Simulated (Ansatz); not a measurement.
# Si17H24 off sphere (Si17H22O): one molecule under many settings

How do the results and run time of Si17H24 off sphere (Si17H22O) respond when the settings are drawn wide?

Computed with Ansatz 0.2.0, Gaussian basis. Level: the settings change from run to run.

**1. The molecule**

The structure was relaxed beforehand with r2SCAN-D4/def2-SVP.

40 atoms, charge 0, spin multiplicity 1.

Atoms are counted from 1 here; the program's logs count them from 0.

Bond lengths: Si1–Si9 2.352 Å, Si1–Si12 2.352 Å, Si1–H19 1.499 Å, Si1–H20 1.495 Å, Si2–Si11 2.352 Å, Si2–Si13 2.353 Å, Si2–H21 1.499 Å, Si2–H22 1.496 Å, Si3–Si10 2.358 Å, Si3–Si14 2.361 Å, Si3–Si15 2.357 Å, Si3–H23 1.498 Å, Si4–Si11 2.360 Å, Si4–Si14 2.358 Å, Si4–Si16 2.358 Å, Si4–H24 1.498 Å, Si5–Si9 2.352 Å, Si5–Si10 2.352 Å and more. Angles: Si9–Si1–Si12 111.9°, Si9–Si1–H19 108.9°, Si9–Si1–H20 109.5°, Si12–Si1–H19 109.0°, Si12–Si1–H20 109.5°, H19–Si1–H20 107.9°, Si11–Si2–Si13 109.0°, Si11–Si2–H21 107.9°, Si11–Si2–H22 111.7°, Si13–Si2–H21 108.2°, Si13–Si2–H22 111.7°, H21–Si2–H22 108.2°, Si10–Si3–Si14 107.8°, Si10–Si3–Si15 108.8°, Si10–Si3–H23 111.3°, Si14–Si3–Si15 108.5°, Si14–Si3–H23 109.3°, Si15–Si3–H23 111.0° and more.

**2. B3LYP/def2-SVP**

Options: unrestricted orbitals, atoms shaken by 0.03 Å, density fitting with def2-universal-jkfit, D3(BJ) with three-body dispersion, the search for lower states set to light.

Contents of in.yaml:

```yaml
crystal:
  periodic: [false, false, false]
  atoms:
    - {symbol: Si, position_ang: [-1.811537, -2.784059, 2.846473]}
    - {symbol: Si, position_ang: [1.256652, -2.909079, -0.252814]}
    - {symbol: Si, position_ang: [-1.646237, 2.619711, -2.774118]}
    - {symbol: Si, position_ang: [1.084178, -0.128523, -2.812706]}
    - {symbol: Si, position_ang: [-1.628134, -0.202568, -0.057460]}
    - {symbol: Si, position_ang: [1.035483, -0.175260, 2.622698]}
    - {symbol: Si, position_ang: [1.117354, 2.596054, -0.062840]}
    - {symbol: Si, position_ang: [3.731015, -0.094970, -0.017236]}
    - {symbol: Si, position_ang: [-3.024643, -1.536739, 1.273695]}
    - {symbol: Si, position_ang: [-2.977176, 1.176138, -1.444750]}
    - {symbol: Si, position_ang: [-0.233970, -1.538333, -1.510959]}
    - {symbol: Si, position_ang: [-0.260154, -1.485084, 4.034733]}
    - {symbol: Si, position_ang: [2.428197, -1.537900, 1.244602]}
    - {symbol: Si, position_ang: [-0.298855, 1.217209, -4.160606]}
    - {symbol: Si, position_ang: [-0.333313, 3.950632, -1.416192]}
    - {symbol: Si, position_ang: [2.473754, 1.303501, -1.398252]}
    - {symbol: Si, position_ang: [-0.230495, 1.163071, 1.266939]}
    - {symbol: O, position_ang: [-0.334370, 1.298719, -5.683945]}
    - {symbol: H, position_ang: [-2.796950, -3.359629, 3.866712]}
    - {symbol: H, position_ang: [-1.159596, -3.883885, 2.199002]}
    - {symbol: H, position_ang: [2.240793, -3.516038, -1.239491]}
    - {symbol: H, position_ang: [0.552305, -3.977255, 0.457491]}
    - {symbol: H, position_ang: [-2.557305, 3.480626, -3.698638]}
    - {symbol: H, position_ang: [1.970073, -0.974930, -3.726549]}
    - {symbol: H, position_ang: [2.015908, 0.647854, 3.411494]}
    - {symbol: H, position_ang: [1.960156, 3.403845, 0.778411]}
    - {symbol: H, position_ang: [4.770245, -0.926666, -0.906329]}
    - {symbol: H, position_ang: [4.646908, 0.727486, 0.845857]}
    - {symbol: H, position_ang: [-3.887952, -2.422811, 0.360558]}
    - {symbol: H, position_ang: [-3.924723, -0.471494, 2.036582]}
    - {symbol: H, position_ang: [-3.874346, 0.304501, -2.285776]}
    - {symbol: H, position_ang: [-3.905754, 1.949967, -0.551410]}
    - {symbol: H, position_ang: [-1.078826, -2.360462, -2.354984]}
    - {symbol: H, position_ang: [0.586333, -2.357310, 4.898021]}
    - {symbol: H, position_ang: [-1.042038, -0.499882, 4.942860]}
    - {symbol: H, position_ang: [3.328991, -2.386467, 2.043192]}
    - {symbol: H, position_ang: [0.544903, 4.886274, -2.263018]}
    - {symbol: H, position_ang: [-1.141499, 4.790453, -0.552070]}
    - {symbol: H, position_ang: [3.250798, 2.083142, -2.333060]}
    - {symbol: H, position_ang: [-1.132540, 1.992511, 2.141221]}
basis:
  gaussian: {orbitals: def2-SVP, fitting: {mean_field: def2-universal-jkfit}}
magnetization: {spin_polarized: true, initial_magnetization: 0}
hamiltonian: {xc: {name: B3LYP}, dispersion: d3bjatm}
scf: {lower_state_search: light}
output: {forces: true}
```

Command:

```
$ ansatz run in.yaml --threads 2 --pin off --events-out ev --progress --plain --max-ram 32768MiB --backend cuda --devices 0, --max-vram 18GiB
```

Standard output, cut to the lines that bear on the results:

```text
Functional definition: B3LYP
  name "B3LYP"
  cite "Stephens, Devlin, Chabalowski & Frisch, J. Phys. Chem. 98, 11623 (1994) doi:10.1021/j100096a001"
  cite "Becke, Phys. Rev. A 38, 3098 (1988) doi:10.1103/PhysRevA.38.3098"
  cite "Lee, Yang & Parr, Phys. Rev. B 37, 785 (1988) doi:10.1103/PhysRevB.37.785"
  cite "Vosko, Wilk & Nusair, Can. J. Phys. 58, 1200 (1980) doi:10.1139/p80-159"
[...]
2649 factors; integrals over basis functions are off by at most 3.6e-1 eV
[...]
mean field -136292.77769886 eV, -5008.6671978703 hartree, gradient 2.3e-5 eV, S^2 0.000000; 0 other end points of the search recorded, 0 dependent functions left out
[...]
reference -136292.77826564 eV, -5008.6672186992 hartree; 134, 134 occupied and 296, 296 virtual orbitals, 2649 factors
Total energy: -136297.77020266 eV, -5008.8506690010 hartree
Atom 0 at    -1.811537    -2.784059     2.846473 Å, force    -1.007782     0.516780     0.979488 eV/Å
Atom 1 at     1.256652    -2.909079    -0.252814 Å, force     0.268473     0.474199    -0.731559 eV/Å
Atom 2 at    -1.646237     2.619711    -2.774118 Å, force    -0.912448     0.020790    -0.922394 eV/Å
Atom 3 at     1.084178    -0.128523    -2.812706 Å, force     0.841530     0.011005    -0.187894 eV/Å
Atom 4 at    -1.628134    -0.202568    -0.057460 Å, force     0.414803    -0.105478    -0.669758 eV/Å
Atom 5 at     1.035483    -0.175260     2.622698 Å, force     0.985664    -0.504718     0.040651 eV/Å
[...]
Atom 24 at     2.015908     0.647854     3.411494 Å, force    -0.133722    -0.005001     0.003743 eV/Å
Atom 25 at     1.960156     3.403845     0.778411 Å, force     0.574660     0.665600     0.685983 eV/Å
Atom 26 at     4.770245    -0.926666    -0.906329 Å, force    -1.021614     0.624201     0.670195 eV/Å
Atom 27 at     4.646908     0.727486     0.845857 Å, force    -0.233550     0.028924     0.056332 eV/Å
Atom 28 at    -3.887952    -2.422811     0.360558 Å, force     0.331876     0.403092     0.479311 eV/Å
Atom 29 at    -3.924723    -0.471494     2.036582 Å, force     0.620390    -0.996053    -0.587301 eV/Å
Atom 30 at    -3.874346     0.304501    -2.285776 Å, force     0.238278     0.103994     0.001271 eV/Å
Atom 31 at    -3.905754     1.949967    -0.551410 Å, force     0.143680     0.050145    -0.070145 eV/Å
Atom 32 at    -1.078826    -2.360462    -2.354984 Å, force    -0.520347    -0.463236    -0.532009 eV/Å
Atom 33 at     0.586333    -2.357310     4.898021 Å, force     0.038928    -0.029351     0.019005 eV/Å
Atom 34 at    -1.042038    -0.499882     4.942860 Å, force     0.373689    -0.600943    -0.449299 eV/Å
Atom 35 at     3.328991    -2.386467     2.043192 Å, force     0.238421    -0.187966     0.314793 eV/Å
Atom 36 at     0.544903     4.886274    -2.263018 Å, force    -0.386526    -0.440228     0.297921 eV/Å
Atom 37 at    -1.141499     4.790453    -0.552070 Å, force    -0.534030     0.435320     0.482158 eV/Å
Atom 38 at     3.250798     2.083142    -2.333060 Å, force     0.615584     0.575104    -0.499096 eV/Å
Atom 39 at    -1.132540     1.992511     2.141221 Å, force     0.083851    -0.007561    -0.102461 eV/Å
Dipole moment:     0.026180    -0.128457     0.989077 e Å
```

Wall time 24 s (1 × H100 (card shared with other runs) with 2 threads of AMD EPYC 7R13, shared host); peak host memory 1.8 GiB.

Largest force 2.041 eV/Å, dipole 4.79 D, ⟨S²⟩ 0.000.

**3. wB97M-V/6-31G**

Set apart from the defaults: coordinates scaled by 0.96, finite nuclei.

Contents of in.yaml:

```yaml
crystal:
  periodic: [false, false, false]
  atoms:
    - {symbol: Si, position_ang: [-1.764077, -2.648264, 2.753992]}
    - {symbol: Si, position_ang: [1.191633, -2.774833, -0.244276]}
    - {symbol: Si, position_ang: [-1.595298, 2.495457, -2.673617]}
    - {symbol: Si, position_ang: [1.083131, -0.139407, -2.705576]}
    - {symbol: Si, position_ang: [-1.530730, -0.190423, -0.095921]}
    - {symbol: Si, position_ang: [1.058539, -0.200001, 2.511113]}
    - {symbol: Si, position_ang: [1.024245, 2.461464, -0.067675]}
    - {symbol: Si, position_ang: [3.666074, -0.113692, -0.056817]}
    - {symbol: Si, position_ang: [-2.885889, -1.424605, 1.222984]}
    - {symbol: Si, position_ang: [-2.845157, 1.127484, -1.373317]}
    - {symbol: Si, position_ang: [-0.225981, -1.468041, -1.419485]}
    - {symbol: Si, position_ang: [-0.262877, -1.402209, 3.890434]}
    - {symbol: Si, position_ang: [2.365632, -1.481679, 1.187872]}
    - {symbol: Si, position_ang: [-0.251041, 1.195995, -3.955152]}
    - {symbol: Si, position_ang: [-0.292169, 3.779802, -1.341808]}
    - {symbol: Si, position_ang: [2.349973, 1.174875, -1.366816]}
    - {symbol: Si, position_ang: [-0.245835, 1.115368, 1.220575]}
    - {symbol: O, position_ang: [-0.251534, 1.221899, -5.443012]}
    - {symbol: H, position_ang: [-2.707066, -3.211025, 3.683802]}
    - {symbol: H, position_ang: [-1.089511, -3.733508, 2.099599]}
    - {symbol: H, position_ang: [2.115252, -3.371673, -1.172715]}
    - {symbol: H, position_ang: [0.498369, -3.829771, 0.439879]}
    - {symbol: H, position_ang: [-2.422765, 3.307508, -3.524418]}
    - {symbol: H, position_ang: [1.919353, -0.941235, -3.557827]}
    - {symbol: H, position_ang: [1.927968, 0.635953, 3.301380]}
    - {symbol: H, position_ang: [1.863560, 3.279198, 0.771242]}
    - {symbol: H, position_ang: [4.548433, -0.893936, -0.882545]}
    - {symbol: H, position_ang: [4.460732, 0.726499, 0.798713]}
    - {symbol: H, position_ang: [-3.706382, -2.281610, 0.409795]}
    - {symbol: H, position_ang: [-3.749127, -0.506119, 1.917539]}
    - {symbol: H, position_ang: [-3.687748, 0.311545, -2.205507]}
    - {symbol: H, position_ang: [-3.685924, 1.920892, -0.516408]}
    - {symbol: H, position_ang: [-1.063461, -2.266972, -2.276973]}
    - {symbol: H, position_ang: [0.534140, -2.253397, 4.732456]}
    - {symbol: H, position_ang: [-0.979742, -0.480799, 4.731648]}
    - {symbol: H, position_ang: [3.200127, -2.316317, 2.014613]}
    - {symbol: H, position_ang: [0.518253, 4.643699, -2.156971]}
    - {symbol: H, position_ang: [-1.128586, 4.595907, -0.502589]}
    - {symbol: H, position_ang: [3.159503, 2.026015, -2.201198]}
    - {symbol: H, position_ang: [-1.114028, 1.909976, 2.052986]}
basis:
  gaussian: {orbitals: 6-31G, nuclear_model: gaussian}
hamiltonian: {xc: {name: wB97M-V}}
output: {forces: true}
```

Launched as before.

Standard output, cut to the lines that bear on the results:

```text
Functional definition: wB97M-V
  name "wB97M-V"
  cite "Mardirossian & Head-Gordon, J. Chem. Phys. 144, 214110 (2016) doi:10.1063/1.4952647"
  cite "Becke, J. Chem. Phys. 107, 8554 (1997) doi:10.1063/1.475007"
  cite "Vydrov & Van Voorhis, J. Chem. Phys. 133, 244103 (2010) doi:10.1063/1.3521275"
  # Of w^i u^j: cxij and so on, Table III.
[...]
  gx(w, u) = 1 - cx + cx01*u + cx10*w
  gss(w, u) = css00 + css04*u^4 + css10*w + css20*w^2 + css43*w^4*u^3
  gos(w, u) = cos00 + cos10*w + (cos20 + cos21*u)*w^2 + (cos60 + cos61*u)*w^6
[...]
      + integral(e_c_pw_mod_opposite_spin*gos(b97_w_opposite, b97_u_opposite)) + vv10(b, c)
3160 factors; integrals over basis functions are off by at most 1.4e-4 eV
1393 factors; integrals over basis functions are off by at most 2.1e-6 eV
[...]
Atom 30 at    -3.687748     0.311545    -2.205507 Å, force    -0.736668    -0.727413    -0.715567 eV/Å
Atom 31 at    -3.685924     1.920892    -0.516408 Å, force    -0.722280     0.683635     0.748132 eV/Å
Atom 32 at    -1.063461    -2.266972    -2.276973 Å, force    -0.733991    -0.671667    -0.731765 eV/Å
Atom 33 at     0.534140    -2.253397     4.732456 Å, force     0.686203    -0.726229     0.740628 eV/Å
Atom 34 at    -0.979742    -0.480799     4.731648 Å, force    -0.623714     0.796723     0.741738 eV/Å
Atom 35 at     3.200127    -2.316317     2.014613 Å, force     0.698048    -0.707449     0.696471 eV/Å
Atom 36 at     0.518253     4.643699    -2.156971 Å, force     0.707569     0.751922    -0.703865 eV/Å
Atom 37 at    -1.128586     4.595907    -0.502589 Å, force    -0.725329     0.694475     0.716455 eV/Å
Atom 38 at     3.159503     2.026015    -2.201198 Å, force     0.673951     0.729642    -0.712936 eV/Å
Atom 39 at    -1.114028     1.909976     2.052986 Å, force    -0.763801     0.675671     0.710863 eV/Å
Dipole moment:     0.031505    -0.117644     1.087357 e Å
```

It took 32 s on 1 × H100 (card shared with other runs) with 2 threads of AMD EPYC 7R13, shared host; peak host memory 1.9 GiB.

Largest force 7.624 eV/Å, dipole 5.26 D.

**4. B2PLYP/6-31G***

Set apart from the defaults: atoms shaken by 0.03 Å, high accuracy.

Contents of in.yaml:

```yaml
crystal:
  periodic: [false, false, false]
  atoms:
    - {symbol: Si, position_ang: [-1.863015, -2.733590, 2.821687]}
    - {symbol: Si, position_ang: [1.310289, -2.893169, -0.259470]}
    - {symbol: Si, position_ang: [-1.684754, 2.600488, -2.776094]}
    - {symbol: Si, position_ang: [1.143329, -0.138691, -2.847968]}
    - {symbol: Si, position_ang: [-1.586937, -0.222637, -0.093577]}
    - {symbol: Si, position_ang: [1.049111, -0.184391, 2.658439]}
    - {symbol: Si, position_ang: [1.062447, 2.572389, -0.076761]}
    - {symbol: Si, position_ang: [3.862527, -0.113764, -0.095680]}
    - {symbol: Si, position_ang: [-2.954437, -1.548162, 1.284035]}
    - {symbol: Si, position_ang: [-2.968331, 1.177815, -1.411601]}
    - {symbol: Si, position_ang: [-0.177644, -1.529914, -1.450398]}
    - {symbol: Si, position_ang: [-0.295643, -1.443978, 4.068515]}
    - {symbol: Si, position_ang: [2.477120, -1.573173, 1.200541]}
    - {symbol: Si, position_ang: [-0.248846, 1.181572, -4.079399]}
    - {symbol: Si, position_ang: [-0.280109, 3.995947, -1.382182]}
    - {symbol: Si, position_ang: [2.470124, 1.217860, -1.421323]}
    - {symbol: Si, position_ang: [-0.258379, 1.145802, 1.289088]}
    - {symbol: O, position_ang: [-0.273864, 1.239153, -5.689486]}
    - {symbol: H, position_ang: [-2.793217, -3.342226, 3.854193]}
    - {symbol: H, position_ang: [-1.130390, -3.939047, 2.134741]}
    - {symbol: H, position_ang: [2.171231, -3.561491, -1.181233]}
    - {symbol: H, position_ang: [0.546802, -3.982942, 0.412487]}
    - {symbol: H, position_ang: [-2.525851, 3.437621, -3.670213]}
    - {symbol: H, position_ang: [2.013870, -1.021263, -3.711795]}
    - {symbol: H, position_ang: [2.004251, 0.636338, 3.433915]}
    - {symbol: H, position_ang: [1.896685, 3.371857, 0.867633]}
    - {symbol: H, position_ang: [4.697305, -0.873019, -0.909933]}
    - {symbol: H, position_ang: [4.633508, 0.764630, 0.873812]}
    - {symbol: H, position_ang: [-3.851298, -2.377336, 0.445397]}
    - {symbol: H, position_ang: [-3.921930, -0.525292, 1.977005]}
    - {symbol: H, position_ang: [-3.849143, 0.326576, -2.312680]}
    - {symbol: H, position_ang: [-3.845541, 1.926141, -0.545363]}
    - {symbol: H, position_ang: [-1.069047, -2.416619, -2.343888]}
    - {symbol: H, position_ang: [0.571973, -2.355259, 4.958770]}
    - {symbol: H, position_ang: [-1.039454, -0.509470, 4.984900]}
    - {symbol: H, position_ang: [3.361538, -2.447160, 2.096533]}
    - {symbol: H, position_ang: [0.497388, 4.813490, -2.226429]}
    - {symbol: H, position_ang: [-1.158353, 4.793279, -0.553418]}
    - {symbol: H, position_ang: [3.284371, 2.080842, -2.294166]}
    - {symbol: H, position_ang: [-1.189711, 1.985846, 2.121284]}
basis:
  gaussian: {orbitals: "6-31G*"}
hamiltonian: {xc: {name: B2PLYP}}
accuracy: high
output: {forces: true}
```

The command is unchanged.

Standard output, cut to the lines that bear on the results:

```text
Functional definition: B2PLYP
  name "B2PLYP"
  cite "Grimme, J. Chem. Phys. 124, 034108 (2006) doi:10.1063/1.2148954"
  cite "Becke, Phys. Rev. A 38, 3098 (1988) doi:10.1103/PhysRevA.38.3098"
  cite "Lee, Yang & Parr, Phys. Rev. B 37, 785 (1988) doi:10.1103/PhysRevB.37.785"
[...]
8842 factors; integrals over basis functions are off by at most 7.8e-8 eV
[...]
mean field -136241.79977735 eV, -5006.7937938090 hartree, gradient 8.3e-8 eV, S^2 0.000000; 0 other end points of the search recorded, 0 dependent functions left out
86 core orbitals not correlated: weight in the atoms' cores, before any rotation towards them, 1.000 or more for the frozen orbitals, at most 0.000 for the correlated occupied ones
reference -136241.79983996 eV, -5006.7937961097 hartree; 48, 48 occupied and 248, 248 virtual orbitals, 8842 factors
second order -56.27668151 eV of doubles, -0.00000000 eV of singles
[...]
Atom 30 at    -3.849143     0.326576    -2.312680 Å, force     0.312890     0.245373     0.319739 eV/Å
Atom 31 at    -3.845541     1.926141    -0.545363 Å, force    -0.539342     0.520505     0.595627 eV/Å
Atom 32 at    -1.069047    -2.416619    -2.343888 Å, force     0.439999     0.460650     0.423235 eV/Å
Atom 33 at     0.571973    -2.355259     4.958770 Å, force    -0.507038     0.456462    -0.512310 eV/Å
Atom 34 at    -1.039454    -0.509470     4.984900 Å, force     0.091932    -0.182975    -0.189607 eV/Å
Atom 35 at     3.361538    -2.447160     2.096533 Å, force    -0.349538     0.377714    -0.360357 eV/Å
Atom 36 at     0.497388     4.813490    -2.226429 Å, force     0.970476     1.060591    -0.943603 eV/Å
Atom 37 at    -1.158353     4.793279    -0.553418 Å, force    -0.410853     0.525259     0.503442 eV/Å
Atom 38 at     3.284371     2.080842    -2.294166 Å, force     0.218569     0.266695    -0.200845 eV/Å
Atom 39 at    -1.189711     1.985846     2.121284 Å, force     0.117846    -0.084183    -0.091350 eV/Å
Dipole moment:     0.175597     0.004857     0.985255 e Å
```

It took 59 s on 1 × H100 (card shared with other runs) with 2 threads of AMD EPYC 7R13, shared host; peak host memory 9.9 GiB.

Largest force 3.005 eV/Å, dipole 4.81 D.

**5. revPBE/def2-mTZVP**

This run has density fitting with def2-universal-jkfit, D4 dispersion.

Contents of in.yaml:

```yaml
crystal:
  periodic: [false, false, false]
  atoms:
    - {symbol: Si, position_ang: [-1.837580, -2.758608, 2.868742]}
    - {symbol: Si, position_ang: [1.241285, -2.890451, -0.254454]}
    - {symbol: Si, position_ang: [-1.661769, 2.599434, -2.785018]}
    - {symbol: Si, position_ang: [1.128262, -0.145216, -2.818309]}
    - {symbol: Si, position_ang: [-1.594511, -0.198357, -0.099917]}
    - {symbol: Si, position_ang: [1.102645, -0.208334, 2.615743]}
    - {symbol: Si, position_ang: [1.066922, 2.564025, -0.070495]}
    - {symbol: Si, position_ang: [3.818827, -0.118429, -0.059184]}
    - {symbol: Si, position_ang: [-3.006134, -1.483964, 1.273942]}
    - {symbol: Si, position_ang: [-2.963706, 1.174463, -1.430538]}
    - {symbol: Si, position_ang: [-0.235397, -1.529210, -1.478630]}
    - {symbol: Si, position_ang: [-0.273830, -1.460634, 4.052535]}
    - {symbol: Si, position_ang: [2.464200, -1.543416, 1.237367]}
    - {symbol: Si, position_ang: [-0.261501, 1.245828, -4.119950]}
    - {symbol: Si, position_ang: [-0.304343, 3.937294, -1.397717]}
    - {symbol: Si, position_ang: [2.447889, 1.223828, -1.423766]}
    - {symbol: Si, position_ang: [-0.256079, 1.161842, 1.271432]}
    - {symbol: O, position_ang: [-0.262014, 1.272811, -5.669805]}
    - {symbol: H, position_ang: [-2.819860, -3.344818, 3.837294]}
    - {symbol: H, position_ang: [-1.134907, -3.889070, 2.187082]}
    - {symbol: H, position_ang: [2.203388, -3.512160, -1.221578]}
    - {symbol: H, position_ang: [0.519134, -3.989344, 0.458208]}
    - {symbol: H, position_ang: [-2.523714, 3.445321, -3.671268]}
    - {symbol: H, position_ang: [1.999326, -0.980453, -3.706069]}
    - {symbol: H, position_ang: [2.008300, 0.662452, 3.438937]}
    - {symbol: H, position_ang: [1.941208, 3.415831, 0.803378]}
    - {symbol: H, position_ang: [4.737952, -0.931183, -0.919318]}
    - {symbol: H, position_ang: [4.646596, 0.756770, 0.831993]}
    - {symbol: H, position_ang: [-3.860815, -2.376677, 0.426870]}
    - {symbol: H, position_ang: [-3.905340, -0.527207, 1.997437]}
    - {symbol: H, position_ang: [-3.841404, 0.324526, -2.297404]}
    - {symbol: H, position_ang: [-3.839504, 2.000929, -0.537925]}
    - {symbol: H, position_ang: [-1.107772, -2.361429, -2.371846]}
    - {symbol: H, position_ang: [0.556396, -2.347288, 4.929641]}
    - {symbol: H, position_ang: [-1.020564, -0.500833, 4.928800]}
    - {symbol: H, position_ang: [3.333465, -2.412830, 2.098555]}
    - {symbol: H, position_ang: [0.539846, 4.837186, -2.246845]}
    - {symbol: H, position_ang: [-1.175611, 4.787403, -0.523530]}
    - {symbol: H, position_ang: [3.291149, 2.110432, -2.292914]}
    - {symbol: H, position_ang: [-1.160446, 1.989558, 2.138527]}
basis:
  gaussian: {orbitals: def2-mTZVP, fitting: {mean_field: def2-universal-jkfit}}
hamiltonian: {xc: {name: revPBE}, dispersion: d4}
```

The command is unchanged.

Standard output:

```text
Functional definition: revPBE
  name "revPBE"
  cite "Zhang & Yang, Phys. Rev. Lett. 80, 890 (1998) doi:10.1103/PhysRevLett.80.890"
  cite "Perdew, Burke & Ernzerhof, Phys. Rev. Lett. 77, 3865 (1996) doi:10.1103/PhysRevLett.77.3865"
  parameter kappa = 1.245
  parameter beta = 0.06672455060314922
  exchange = pbe_x(kappa = kappa, mu = beta*pi^2/3)
  correlation = pbe_c(beta = beta)
2649 factors; integrals over basis functions are off by at most 8.8e-1 eV
mean field evaluation 1: about -136289.2495 eV, gradient 7.8e1 eV
mean field evaluation 2: about -136077.0344 eV, gradient 1.9e2 eV
mean field evaluation 4: about -136298.5268 eV, gradient 3.8e1 eV
mean field evaluation 8: about -136302.7018 eV, gradient 1.2e0 eV
mean field evaluation 16: about -136302.6976 eV, gradient 1.7e-3 eV
mean field -136302.69760132 eV, -5009.0317475619 hartree, gradient 1.8e-5 eV, S^2 0.000000; 0 other end points of the search recorded, 0 dependent functions left out
reference -136302.69772573 eV, -5009.0317521339 hartree; 134, 134 occupied and 330, 330 virtual orbitals, 2649 factors
Total energy: -136308.36565659 eV, -5009.2400447509 hartree
```

It took 24 s on 1 × H100 (card shared with other runs) with 2 threads of AMD EPYC 7R13, shared host.

**6. All runs side by side**

| level | charge | multiplicity | geometry | functions | energy (eV) | time |
| --- | --- | --- | --- | --- | --- | --- |
| B3LYP/def2-SVP | 0 | 1 | shaken | 430 | -136297.770 | 24 s |
| wB97M-V/6-31G | 0 | 1 | scaled | 274 | -136297.289 | 32 s |
| B2PLYP/6-31G* | 0 | 1 | shaken | 382 | -136256.995 | 59 s |
| revPBE/def2-mTZVP | 0 | 1 | relaxed | 464 | -136308.366 | 24 s |

**7. Outcome**

| quantity | value |
| --- | --- |
| runs | 4 |
| quickest | B3LYP/def2-SVP, 24 s |
| slowest | B2PLYP/6-31G*, 59 s |

What this shows: The runs differ in state or geometry as well as level, so their energies can't be set against each other. Run time spans a factor of 2, from B3LYP/def2-SVP to B2PLYP/6-31G*. The jobs differ in tasks and options as well as level.
